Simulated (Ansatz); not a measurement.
# CH3Cl2SV: the cost of one run

Method: the settings change from run to run; program: Ansatz 0.2.0, Gaussian basis.

## 1. The molecule

The structure was relaxed beforehand with PBE0-D4 in a triple-zeta def2 set.

SMILES `[CH3][V](=[S])([Cl])[Cl]`, 8 atoms, charge 0, spin multiplicity 1.

Atoms are counted from 1 here; the program's logs count them from 0.

Bond lengths: C1–V2 1.986 Å, C1–H6 1.091 Å, C1–H7 1.091 Å, C1–H8 1.095 Å, V2–S3 1.982 Å, V2–Cl4 2.132 Å, V2–Cl5 2.132 Å. Angles: V2–C1–H6 109.6°, V2–C1–H7 109.5°, V2–C1–H8 104.1°, H6–C1–H7 110.8°, H6–C1–H8 111.3°, H7–C1–H8 111.3°, C1–V2–S3 102.8°, C1–V2–Cl4 106.3°, C1–V2–Cl5 106.3°, S3–V2–Cl4 111.7°, S3–V2–Cl5 111.7°, Cl4–V2–Cl5 116.7°.

## 2. B97/cc-pVDZ

Options: atoms shaken by 0.15 Å, high accuracy.

Contents of in.yaml:

```yaml
crystal:
  periodic: [false, false, false]
  atoms:
    - {symbol: C, position_ang: [-0.742911, -0.260744, 0.897180]}
    - {symbol: V, position_ang: [0.664770, 0.250320, -0.619020]}
    - {symbol: S, position_ang: [2.102675, -1.256398, -0.257854]}
    - {symbol: Cl, position_ang: [-0.436533, 0.071967, -2.470689]}
    - {symbol: Cl, position_ang: [1.313081, 1.856618, -0.241254]}
    - {symbol: H, position_ang: [-0.993860, -1.275336, 0.771470]}
    - {symbol: H, position_ang: [-0.205722, -0.019520, 1.827210]}
    - {symbol: H, position_ang: [-1.342679, 0.712727, 0.739950]}
basis:
  gaussian: {orbitals: cc-pVDZ}
hamiltonian: {xc: {name: B97}}
accuracy: high
output: {forces: true}
```

Launch:

```console
$ ansatz run in.yaml --threads 4 --pin off --events-out ev --progress --plain --max-ram 10444MiB
```

What time and memory should one allow on 4 threads of AMD EPYC 9R45, shared host?

About 11 s, with a peak of 1.1 GiB.
